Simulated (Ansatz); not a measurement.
# NbSiAs: the cost of one run

All numbers below are computed with Ansatz 0.2.0 (DFT, plane waves, PAW, no spin polarisation).

**1. Starting point**

The cell holds 24 atoms (As8Nb8Si8): a = 7.012 Å, b = 7.012 Å, c = 7.906 Å, α = 90.00°, β = 90.00°, γ = 90.00°.

Its coordinates follow in the input file.

**2. Run 1: PBEsol**

Contents of input.yaml:

```yaml
crystal:
  lattice:
    - [7.012115316, 0.0, 0.0]
    - [0.0, 7.012115316, 0.0]
    - [0.0, 0.0, 7.9059200136]
  atoms:
    - { symbol: Nb, position: [0.25, 0.0, 0.2545411559] }
    - { symbol: Nb, position: [0.0, 0.25, 0.7454588441] }
    - { symbol: Si, position: [0.0, 0.0, 0.0] }
    - { symbol: Si, position: [0.25, 0.25, 0.0] }
    - { symbol: As, position: [0.25, 0.0, 0.6125581788] }
    - { symbol: As, position: [0.0, 0.25, 0.3874418212] }
    - { symbol: Nb, position: [0.25, 0.5, 0.2545411559] }
    - { symbol: Nb, position: [0.0, 0.75, 0.7454588441] }
    - { symbol: Si, position: [0.0, 0.5, 0.0] }
    - { symbol: Si, position: [0.25, 0.75, 0.0] }
    - { symbol: As, position: [0.25, 0.5, 0.6125581788] }
    - { symbol: As, position: [0.0, 0.75, 0.3874418212] }
    - { symbol: Nb, position: [0.75, 0.0, 0.2545411559] }
    - { symbol: Nb, position: [0.5, 0.25, 0.7454588441] }
    - { symbol: Si, position: [0.5, 0.0, 0.0] }
    - { symbol: Si, position: [0.75, 0.25, 0.0] }
    - { symbol: As, position: [0.75, 0.0, 0.6125581788] }
    - { symbol: As, position: [0.5, 0.25, 0.3874418212] }
    - { symbol: Nb, position: [0.75, 0.5, 0.2545411559] }
    - { symbol: Nb, position: [0.5, 0.75, 0.7454588441] }
    - { symbol: Si, position: [0.5, 0.5, 0.0] }
    - { symbol: Si, position: [0.75, 0.75, 0.0] }
    - { symbol: As, position: [0.75, 0.5, 0.6125581788] }
    - { symbol: As, position: [0.5, 0.75, 0.3874418212] }
kpoints:
  mp_grid: { grid: [2, 2, 2] }
hamiltonian:
  xc: pbesol
scf:
  occupations: { method: fermi_dirac, width: 0.146 }
md:
  ensemble: nvt_langevin
  temperature: 1700
  timestep: 1.0
  n_steps: 30
  initial_velocities: maxwell_boltzmann
  seed: 7340
```

Started as:

```
$ ansatz run input.yaml --threads 4 --pin off --max-ram 4608MiB --backend cpu --events-out ev --progress --plain --runs-dir out
```

**Question.** How long does this run take on 4 threads of Arm Neoverse N1, shared host, and how much memory does it need?

About 5.7 min, with a peak of 2 GiB.
